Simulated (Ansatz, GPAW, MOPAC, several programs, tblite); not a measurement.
# OsBrI (Janus 2H monolayer) from semi-empirical methods to plane-wave DFT

A free-standing Janus 2H monolayer of OsBrI, relaxed with r2SCAN in Ansatz, was computed with several methods. In-plane lattice: a = 3.753 Å, b = 3.753 Å, γ = 120.0°; thickness between the outer nuclei 3.24 Å. Os is surrounded by 3 I at 2.53 Å and 3 Br at 2.90 Å; Br is surrounded by 3 Os at 2.90 Å; I is surrounded by 3 Os at 2.53 Å. All values are calculated for a non-magnetic cell, which may be hypothetical.

```
CELL_PARAMETERS angstrom
3.75332 0.00000 0.00000
-1.87666 3.25047 0.00000
0.00000 0.00000 30.91191
ATOMIC_POSITIONS crystal
Os 0.33333 0.66667 0.28452
Br 0.66667 0.33333 0.34688
I 0.66667 0.33333 0.24206
```
The sheet repeats along a and b alone.

Gaps and times are for a single point on this cell. Times are rough, from shared hosts (Arm Neoverse V1), and each method has its own mesh and cell size. PM7 (MOPAC): levels, charges or heat of formation failed a check of plausibility, so no values are given. PM6 (MOPAC), PM7 (MOPAC), GFN1-xTB (tblite), GFN2-xTB (tblite) treat a cluster of cells at its zone centre, which samples few k points: where these miss a band edge, the gap comes out too large for that reason alone. Gaps from k meshes are read at a limited set of points (mesh, symmetry points, PBE's band edges), so each method's own least gap may be somewhat smaller. xTB and the PM methods were fitted mostly to molecules, and can miss a solid's gap by electronvolts. Minimal bases can be far off for gaps. GLLB-SC's gap includes the derivative discontinuity. d marks a direct gap, i an indirect one (no mark: not told apart), a dash a value that wasn't computed or didn't pass its checks.

```
                              method              kind  gap (eV)  atoms computed  processor time
                   GFN1-xTB (tblite)     tight binding      0.65              27           1.1 s
                   GFN2-xTB (tblite)     tight binding      0.37              27           1.2 s
light PBE (260 eV and a coarse mesh)  light plane-wave    0.60 i               3           6.1 s
              PBE/single zeta (GPAW)       small basis    0.55 i               3           6.5 s
                         PM7 (MOPAC)    semi-empirical         –              27           6.7 s
                                 PBE         semilocal    0.59 i               3            24 s
                              r2SCAN         semilocal    0.87 i               3            60 s
                      GLLB-SC (GPAW)   model potential      1.29               3            66 s
                         PM6 (MOPAC)    semi-empirical      4.15              27            99 s
```

Against r2SCAN (0.87 eV) and with closed or daggered gaps left aside, the nearest gap at the points sampled is that of GFN1-xTB (tblite) (-0.22 eV) and the farthest that of PM6 (MOPAC) (+3.28 eV). r2SCAN is only a yardstick of convenience: semilocal gaps usually lie below measured ones, which GLLB-SC and hybrids aim to mend.

No spin-orbit coupling is included; it can move band edges with weight on the heavy atoms by tenths of an eV.
